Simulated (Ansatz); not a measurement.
Crystal: Hf2Pd2Se2Br2O3.

```xyz
11
Lattice="5.7607 0.0000 0.0000 -0.5225 5.8472 0.0000 -1.4885 -0.8866 6.6504" Properties=species:S:1:pos:R:3 pbc="T T T"
Hf    3.5663    2.0054    2.3269
Hf    0.5360    2.1234    3.9504
Pd    3.9014    0.0250    5.6428
Pd    0.4486    4.9633    2.3858
Se    2.0505    1.5287    6.2325
Se    2.4084    4.1009    3.5262
Br    4.1661    5.6578    1.0212
Br   -0.4146    4.0351    5.7341
O     4.5029    1.1680    3.9254
O     1.7542    1.0717    2.7176
O    -0.4211    3.0842    2.4395
```

The cell was built by a generator and needn't be a form met in nature.

Base run:

| Quantity | Value |
| --- | --- |
| Program | Ansatz 0.2.0 |
| Functional | revPBE |
| Potentials or basis | Ansatz PAW |
| Cutoff | 420 eV |
| Density cutoff | 1680 eV |
| k mesh | 5 × 5 × 4 |
| Occupations | fermi-dirac, width 0.05 eV |
| Spin | no spin polarisation |

Its results: band gap on the k mesh 0.24 eV, indirect (least direct gap 0.49 eV); largest force 0.107 eV/Å.

The run is repeated on the same cell with these changes: functional from revPBE to r2SCAN0; cutoff from 420 eV to 500 eV; density cutoff from 1680 eV to 2000 eV; k mesh from 5 × 5 × 4 to 2 × 2 × 2. What comes out?

Band gap on the k mesh 2.13 eV, direct; largest force 0.572 eV/Å.

Several settings changed at once, so the effect can't be laid on one alone.

Caveats: some runs use coarse meshes; spin-orbit coupling is left out, which moves the levels of the heavy elements; the PAW data sets come from PBE, with cores solved anew for the run's functional, which leaves a small shift of forces and pressure; the potentials were made for another functional, which shifts forces and pressure (some runs).

Not every run made on this cell is shown here.
